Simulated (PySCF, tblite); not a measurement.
**C2H11FO2Si3: geometry, infrared bands and NMR shifts**

What infrared bands and NMR shifts should C2H11FO2Si3 (`C[C@@H](F)[SiH](O[SiH3])O[SiH3]`) show?

The runs use tblite 0.8.0 and PySCF 2.14.0, with density-fitted response routines of our own; the level of theory stands in each step. All values are computed, except where a source is named. Atoms count from 0, in the outputs and in this text.

## Step 1: The starting structure

19 atoms, charge 0, multiplicity 1; geometry from: force field or distance geometry start.

Bonds of the start (Å): C0–C1 1.51, C1–F2 1.38, C1–Si3 1.85, Si3–O4 1.71, O4–Si5 1.73, Si3–O6 1.68, O6–Si7 1.68, C0–H8 1.11, C0–H9 1.11, C0–H10 1.11, C1–H11 1.12, Si3–H12 1.47, Si5–H13 1.46, Si5–H14 1.47, Si5–H15 1.47, Si7–H16 1.48, Si7–H17 1.45, Si7–H18 1.48.

## Step 2: Optimising the geometry with GFN2-xTB

What the job is given:

```
{"job": {"kind": "relax", "xc": "GFN2-xTB", "basis": "xTB"}, "charge": 0, "multiplicity": 1}
C     -1.734900    -1.551300    -0.019800
C     -0.676000    -0.806900     0.754000
F      0.037000    -1.709700     1.507200
Si     0.333900     0.309500    -0.324700
O      0.483700     1.803600     0.501300
Si    -0.927600     2.751300     0.167600
O      1.774800    -0.332000    -0.901200
Si     2.830100    -1.042200     0.198700
H     -2.704300    -1.453700     0.514000
H     -1.492100    -2.629400    -0.102900
H     -1.885500    -1.097300    -1.022200
H     -1.226000    -0.150500     1.478600
H     -0.517200     0.583800    -1.493000
H     -1.269100     2.753100    -1.252600
H     -2.082400     2.328000     0.967300
H     -0.621100     4.133200     0.556300
H      3.309300    -2.311000    -0.397500
H      2.310200    -1.355200     1.515500
H      4.047200    -0.214100     0.376300
```

Run with:

```console
$ OMP_NUM_THREADS=1 python probes_run.py task.json out
```

One launch serves the whole session: the jobs run in the order shown.

**Question.** This job is followed by: GFN2-xTB harmonic vibrations, gas phase; GIAO PBE0/pcSseg-1 NMR shielding, non-relativistic, gas phase. What will the session give for the following? strongest single infrared mode (GFN2-xTB); zero-point energy (GFN2-xTB); 13C shifts against TMS (PBE0/pcSseg-1); 1H shifts against TMS (PBE0/pcSseg-1, means over atoms taken as alike); 19F shifts against CFCl3 (PBE0/pcSseg-1); 29Si shifts against TMS (PBE0/pcSseg-1); 17O shifts against H2O (PBE0/pcSseg-1); surface potential, 1st and 99th percentile.

As calculated:

```
                                                              quantity                             value
                             strongest single infrared mode (GFN2-xTB)             1107 cm⁻¹, 590 km/mol
                                          zero-point energy (GFN2-xTB)                     76.7 kcal/mol
                                13C shifts against TMS (PBE0/pcSseg-1)                    89.7, 19.1 ppm
1H shifts against TMS (PBE0/pcSseg-1, means over atoms taken as alike)  5.27, 5.26, 4.77, 4.73, 1.44 ppm
                              19F shifts against CFCl3 (PBE0/pcSseg-1)                        -260.9 ppm
                               29Si shifts against TMS (PBE0/pcSseg-1)           -41.6, -41.6, -42.0 ppm
                                17O shifts against H2O (PBE0/pcSseg-1)                    45.6, 42.1 ppm
                                 surface potential, 1st and 99th percentile                -1.21 V and 1.60 V
```

Over 255 steps the energy fell by 1.563 eV; of the close pairs, O4–Si5 changed most, 1.732 to 1.625 Å. The lowest mode is imaginary (27i cm⁻¹), so the xTB geometry is not a minimum. The strongest single mode, at 1107 cm⁻¹, moves mainly O6. Unscaled tight-binding wavenumbers are off by several per cent, some by more. Its intensities can rank the bands wrongly. At PBE0/pcSseg-1: Shielding is most anisotropic at O4 (span 113 ppm, paramagnetic term -113 ppm).
